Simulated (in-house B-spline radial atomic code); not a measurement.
# Nd: numerical settings, good and bad

Which of these inputs for Nd still give the converged answer?

Program: in-house B-spline radial atomic code version 1. Level of theory: Dirac-Coulomb PBE, spherical fractional occupations, Fermi nucleus, basis-set limit. These are calculated values, not measurements, unless marked.

## Step 1: The system

| Quantity | Value |
| --- | --- |
| element | neodymium (Z = 60) |
| charge | 0 |
| electrons | 60 |
| configuration | [Xe] 4f4 6s2 |
| Hamiltonian | Dirac-Coulomb |
| nucleus | Fermi, rms radius 4.912 fm |

The outer shells:

[Xe] 4f4 6s2
```
[Xe] core
4f [↑ ][↑ ][↑ ][↑ ][  ][  ][  ]
6s [↑↓]
```

The boxes only draw the filling; these runs are spin-restricted and spherical.

A run counts as converged when the orbital gradient is under the tolerance times 60 hartree (or under the basis's noise floor) and the energy moved by less than 1e-8 hartree times the root of its size. Energy differences under 3e-05 hartree are noise.

Settings of the run:

```ini
Z = 60
electrons = 60.0
configuration = [Xe] 4f4 6s2
hamiltonian = dirac
method = pbe,pbe
spin_polarised = False
nucleus = fermi
rms_radius = 4.9123
mass_number = 142
atomic_mass = 141.907728824
speed_of_light = 137.035999084
knot_spacing = 0.22
spline_order = 8
gauss_points = 12
box_radius = 50
max_iterations = 70
damping = 0.5
damped_steps = 3
diis_vectors = 10
tolerance = 1e-08
start = Thomas-Fermi
```

From the earlier run of the reference: total energy -9629.349420 hartree. Levels, eight at most:

| orbital | occupation | energy (eV) | <r> (bohr) |
| --- | --- | --- | --- |
| 4d3/2 | 4 | -118.88 | 0.7013 |
| 4d5/2 | 6 | -114.90 | 0.7114 |
| 5s1/2 | 2 | -40.402 | 1.474 |
| 5p1/2 | 2 | -24.196 | 1.666 |
| 5p3/2 | 4 | -21.176 | 1.759 |
| 6s1/2 | 2 | -3.502 | 4.437 |
| 4f5/2 | 1.71429 | -1.981 | 1.116 |
| 4f7/2 | 2.28571 | -1.578 | 1.142 |

## Step 2: Knot spacing (logarithmic) 0.4; spline order 4; box radius 25; cap on iterations 60

Settings of the run:

```ini
Z = 60
electrons = 60.0
configuration = [Xe] 4f4 6s2
hamiltonian = dirac
method = pbe,pbe
spin_polarised = False
nucleus = fermi
rms_radius = 4.9123
mass_number = 142
atomic_mass = 141.907728824
speed_of_light = 137.035999084
knot_spacing = 0.4
spline_order = 4
gauss_points = 12
box_radius = 25.0
max_iterations = 60
damping = 0.5
damped_steps = 3
diis_vectors = 10
tolerance = 1e-08
start = Thomas-Fermi
```

Launch:

```console
python run_scf.py task.json out
```

task.json lists these runs, among others, and the program works through them in turn.

## Step 3: Gauss points an interval 5; first knot 0.005; cap on iterations 50

The settings differ from step 2 so:

```diff
@@ -11,7 +11,8 @@
 speed_of_light = 137.035999084
-knot_spacing = 0.4
-spline_order = 4
-gauss_points = 12
-box_radius = 25.0
-max_iterations = 60
+knot_spacing = 0.22
+spline_order = 8
+gauss_points = 5
+box_radius = 50
+first_knot = 0.005
+max_iterations = 50
 damping = 0.5
```

## Step 4: Knot spacing (logarithmic) 0.3; box radius 100; cap on iterations 50; damping (share of the old matrix) 0.2; number of DIIS vectors 1

Settings of the run:

```ini
Z = 60
electrons = 60.0
configuration = [Xe] 4f4 6s2
hamiltonian = dirac
method = pbe,pbe
spin_polarised = False
nucleus = fermi
rms_radius = 4.9123
mass_number = 142
atomic_mass = 141.907728824
speed_of_light = 137.035999084
knot_spacing = 0.3
spline_order = 8
gauss_points = 12
box_radius = 100
max_iterations = 50
damping = 0.2
damped_steps = 3
diis_vectors = 1
tolerance = 1e-08
start = Thomas-Fermi
```

## Step 5: Box radius 3; cap on iterations 75; damping (share of the old matrix) 0.8; number of DIIS vectors 20; convergence tolerance 1e-05

Settings of the run:

```ini
Z = 60
electrons = 60.0
configuration = [Xe] 4f4 6s2
hamiltonian = dirac
method = pbe,pbe
spin_polarised = False
nucleus = fermi
rms_radius = 4.9123
mass_number = 142
atomic_mass = 141.907728824
speed_of_light = 137.035999084
knot_spacing = 0.22
spline_order = 8
gauss_points = 12
box_radius = 3.0
max_iterations = 75
damping = 0.8
damped_steps = 3
diis_vectors = 20
tolerance = 1e-05
start = Thomas-Fermi
```

## Step 6: Another Hamiltonian or method

Settings of the run:

```ini
Z = 60
electrons = 60.0
configuration = [Xe] 4f4 6s2
hamiltonian = dirac
method = hf
spin_polarised = False
nucleus = fermi
rms_radius = 4.9123
mass_number = 142
atomic_mass = 141.907728824
speed_of_light = 66.0239443586712
knot_spacing = 0.22
spline_order = 8
gauss_points = 12
box_radius = 50
max_iterations = 70
damping = 0.5
damped_steps = 3
diis_vectors = 10
tolerance = 1e-08
start = Thomas-Fermi
```

Q: Which of these runs converge to the reference energy, which miss it and by about how much, and which fail?

As calculated:

| run | outcome | iterations | energy less the reference (hartree) |
| --- | --- | --- | --- |
| reference | converged | 11 | 0 |
| knot spacing (logarithmic) 0.4; spline order 4; box radius 25; cap on iterations 60 | converged | 11 | +0.396 |
| Gauss points an interval 5; first knot 0.005; cap on iterations 50 | converged | 11 | +5.47 |
| knot spacing (logarithmic) 0.3; box radius 100; cap on iterations 50; damping (share of the old matrix) 0.2; number of DIIS vectors 1 | not converged | 50 | - |
| box radius 3; cap on iterations 75; damping (share of the old matrix) 0.8; number of DIIS vectors 20; convergence tolerance 1e-05 | converged | 9 | +4.45 |
| Another Hamiltonian or method | converged | 20 | other system or model |

Of 5 changed inputs, 3 converged to another value, 1 changed the system or the model and 1 did not converge. The worst converged miss is +5.47 hartree (Gauss points an interval 5; first knot 0.005; cap on iterations 50): that the iterations converge says nothing of the basis, the quadrature or the box.
